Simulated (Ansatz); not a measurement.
# H2O3Si2: the cost of one run

Method: the levels named in each step, in Ansatz 0.2.0.

### 1 The starting structure

Bond lengths: O1–Si2 1.569 Å, Si2–O3 1.573 Å, Si2–O4 1.556 Å, O4–Si5 1.735 Å, O1–H6 0.960 Å, O3–H7 0.959 Å. Angles: O1–Si2–O3 118.4°, O1–Si2–O4 117.2°, O3–Si2–O4 124.4°, Si2–O1–H6 128.8°, Si2–O3–H7 131.0°, Si2–O4–Si5 171.3°.

Coordinates:

```xyz
7

O    -0.7409    1.7003    0.8405
Si   -0.7636    0.2512    0.2407
O    -2.1414   -0.5033    0.1604
O     0.5915   -0.3400   -0.2434
Si    2.2061   -0.7695   -0.7093
H    -1.4698    2.2193    1.1896
H    -2.3613   -1.3808   -0.1578
```

### 2 A rough first relaxation, PBE-D4/def2-SVP

This run stands in another session on the same molecule. It ended at:

```xyz
7

O    -0.6847    1.6763    0.7013
Si   -0.8308    0.0339    0.7144
O    -2.0056   -0.5756   -0.2710
O     0.6922   -0.3193   -0.1454
Si    2.1000   -0.5509   -0.8363
H    -1.3759    2.2211    1.1255
H    -2.5746   -1.3081    0.0323
```

### 3 Relaxation, HF/STO-3G

Input file input.yaml:

```yaml
crystal:
  periodic: [false, false, false]
  atoms:
    - { symbol: O, position_ang: [-0.68469153, 1.67626754, 0.70131103] }
    - { symbol: Si, position_ang: [-0.83080609, 0.03386215, 0.71439952] }
    - { symbol: O, position_ang: [-2.00564234, -0.57559423, -0.27104289] }
    - { symbol: O, position_ang: [0.69224942, -0.31929962, -0.14536646] }
    - { symbol: Si, position_ang: [2.10001663, -0.5509384, -0.83628138] }
    - { symbol: H, position_ang: [-1.3759166, 2.22107786, 1.12545388] }
    - { symbol: H, position_ang: [-2.57463949, -1.3081453, 0.0323163] }
magnetization:
  spin_polarized: true
  initial_magnetization: 1
total_charge: 1
basis:
  gaussian: { orbitals: STO-3G }
hamiltonian:
  xc: hf
relax:
  f_tol: 0.002
  max_steps: 150
```

On the command line:

```
$ ansatz run input.yaml --threads 4 --pin off --max-ram 10240MiB --backend cpu --events-out ev --progress --plain --runs-dir out
```

What time and memory should one allow on 4 threads of Arm Neoverse V1, shared host?

About 4.7 s, with a peak of 0.093 GiB.
